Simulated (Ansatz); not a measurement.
# SiB4Mo: the cost of one run

Program: Ansatz 0.2.0. Level of theory: DFT PBE, scalar-relativistic, plane waves, PAW. These are calculated values, not measurements.

### 1 The structure to begin with

The structure is cubic, space group F-43m (No. 216). The conventional cell has a = 6.581 Å, b = 6.581 Å, c = 6.581 Å, α = 90.00°, β = 90.00°, γ = 90.00°. Si (site symmetry -43m) is surrounded by 12 B at 2.78 Å and 4 Mo at 2.85 Å. B (site symmetry 3m) is surrounded by 1 Mo at 1.66 Å. Around Mo (site symmetry -43m) lie 4 B at 1.66 Å.

Structure file:

```xyz
6
Lattice="0.0000 3.2903 3.2903 3.2903 0.0000 3.2903 3.2903 3.2903 0.0000" Properties=species:S:1:pos:R:3 pbc="T T T"
Si    1.6452    1.6452    1.6452
B     5.6241    5.6241    5.6241
B     4.2468    4.2468    5.6241
B     4.2468    5.6241    4.2468
B     5.6241    4.2468    4.2468
Mo    0.0000    0.0000    0.0000
```

A structure generator made this guess: random cell by space group and Wyckoff sites (F-43m, No. 216). The dimensions are guesses.

### 2 Probe: one point on a coarse mesh

Contents of input.yaml:

```yaml
crystal:
  lattice:
    - [0.0, 3.29031963, 3.29031963]
    - [3.29031963, 0.0, 3.29031963]
    - [3.29031963, 3.29031963, 0.0]
  atoms:
    - { symbol: Si, position: [0.25, 0.25, 0.25] }
    - { symbol: B, position: [0.85465029, 0.85465029, 0.85465029] }
    - { symbol: B, position: [0.85465029, 0.85465029, 0.43604914] }
    - { symbol: B, position: [0.85465029, 0.43604914, 0.85465029] }
    - { symbol: B, position: [0.43604914, 0.85465029, 0.85465029] }
    - { symbol: Mo, position: [0.0, 0.0, 0.0] }
basis:
  ecutwfc: 420
kpoints:
  mp_grid: { grid: [4, 4, 4] }
hamiltonian:
  xc: pbe
scf:
  occupations: { method: gaussian, width: 0.1 }
  lower_state_search: "off"
output:
  forces: true
  stress: true
  eigenvalues: true
```

On the command line:

```console
$ ansatz run input.yaml --threads 1 --pin off --max-ram 2560MiB --backend cpu --events-out ev --progress --plain --runs-dir out
```

**Question.** How long does this run take on 1 thread of Arm Neoverse V1, shared host, and how much memory does it need?

About 1.8 s, with a peak of 0.35 GiB.
